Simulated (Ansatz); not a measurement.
# AlRh: the cost of one run

All numbers are computed with Ansatz 0.2.0, driven from Python. Level of theory: DFT PBEsol, plane waves, norm-conserving potentials.

### 1 The structure

AlRh Pm-3m: The structure is cubic, space group Pm-3m (No. 221). The conventional cell has a = 2.977 Å, b = 2.977 Å, c = 2.977 Å, α = 90.00°, β = 90.00°, γ = 90.00°. Al (site symmetry m-3m) is surrounded by 8 Rh at 2.58 Å. Rh (site symmetry m-3m) has 8 Al at 2.58 Å as nearest neighbours.

Al Fm-3m: It takes space group Fm-3m (No. 225, cubic). Conventional cell: a = 4.050 Å, b = 4.050 Å, c = 4.050 Å, α = 90.00°, β = 90.00°, γ = 90.00°. Around Al (site symmetry m-3m) lie 12 Al at 2.86 Å.

Rh Fm-3m: It takes space group Fm-3m (No. 225, cubic). The conventional cell has a = 3.796 Å, b = 3.796 Å, c = 3.796 Å, α = 90.00°, β = 90.00°, γ = 90.00°. Rh (site symmetry m-3m) is surrounded by 12 Rh at 2.68 Å.

The script holds or builds the structure itself.

### 2 The code

File formation.py:

```python
from collections import Counter

import ansatz as az
import numpy as np

SETTINGS = {
    "functional": "pbesol",
    "scf_tol": 1e-05,
    "n_empty": 2,
    "kspacing": 0.26,
    "filling": "gaussian",
    "smearing_width": 0.05,
}

PHASES = {
    "AlRh": (
        [(2.977322, 0.0, 0.0), (0.0, 2.977322, 0.0), (0.0, 0.0, 2.977322)],
        [
            ("Al", (0.0, 0.0, 0.0)),
            ("Rh", (0.5, 0.5, 0.5)),
        ],
    ),
    "Al": (
        [(0.0, 2.024805, 2.024805), (2.024805, 0.0, 2.024805), (2.024805, 2.024805, 0.0)],
        [
            ("Al", (0.0, 0.0, 0.0)),
        ],
    ),
    "Rh": (
        [(0.0, 1.89785, 1.89785), (1.89785, 0.0, 1.89785), (1.89785, 1.89785, 0.0)],
        [
            ("Rh", (0.0, 0.0, 0.0)),
        ],
    ),
}


def build(vectors, sites):
    crystal = az.Crystal(lattice=az.Lattice.of(vectors))
    for symbol, position in sites:
        crystal = crystal.atom(symbol, position)
    return crystal


def ground_state(name, crystal):
    calc = (
        crystal.calculation()
        .functional(SETTINGS["functional"])
        .pseudopotentials("nc")
        .eigensolver("davidson")
        .scf(tolerance=SETTINGS["scf_tol"], extra_bands=SETTINGS["n_empty"])
        .kpoints(spacing=SETTINGS["kspacing"])
        .occupations(SETTINGS["filling"], width=SETTINGS["smearing_width"])
        .stress()
    )
    calc = calc.relax(force_tolerance=0.01, cell=True)
    return calc.run(threads=1, backend="cpu")


def counts(outcome):
    return Counter(site.symbol for site in outcome.lattice.sites)

def formation_energy(outcome, mu):
    n = counts(outcome)
    return (outcome.report["energy_sigma0_ev"] - sum(k * mu[element] for element, k in n.items())) / sum(n.values())


def volume_per_atom(outcome):
    return abs(np.linalg.det(outcome.lattice.cell_ang)) / len(outcome.lattice.sites)


def main() -> None:
    phases = {name: build(*cell) for name, cell in PHASES.items()}

    done = {name: ground_state(name, crystal) for name, crystal in phases.items()}

    references = {"Al": "Al", "Rh": "Rh"}
    mu = {element: done[name].report["energy_sigma0_ev"] / len(done[name].lattice.sites) for element, name in references.items()}

    target = done["AlRh"]
    heat = formation_energy(target, mu)
    for element, value in mu.items():
        print(f"mu({element}) = {value:.4f} eV from {references[element]}, {volume_per_atom(done[references[element]]):.2f} A^3/atom")
    print(f"formation energy of AlRh: {heat:.4f} eV/atom = {96.4853 * heat:.1f} kJ/mol of atoms")


if __name__ == "__main__":
    main()
```

### 3 The calls as engine input

The package turns the script's settings into the engine's input (first run):

```yaml
crystal:
  lattice:
    - [2.977322, 0.0, 0.0]
    - [0.0, 2.977322, 0.0]
    - [0.0, 0.0, 2.977322]
  atoms:
    - { symbol: Al, position: [0.0, 0.0, 0.0] }
    - { symbol: Rh, position: [0.5, 0.5, 0.5] }
kpoints:
  mp_grid:
    kspacing: 0.26
hamiltonian:
  xc: pbesol
  pseudopotentials:
    kind: nc
scf:
  n_extra_bands: 2
  convergence:
    dr2_threshold: 1.0e-05
  occupations:
    method: gaussian
    width: 0.05
  eigensolver:
    kind: davidson
relax:
  f_tol: 0.01
  cell: {}
output:
  stress: true
```

### 4 Running it

Started as:

```
$ python formation.py
```

**Question.** How long does this script take on 1 thread of Arm Neoverse N1, shared host, and how much memory does it need?

About 32 s, with a peak of 0.38 GiB.
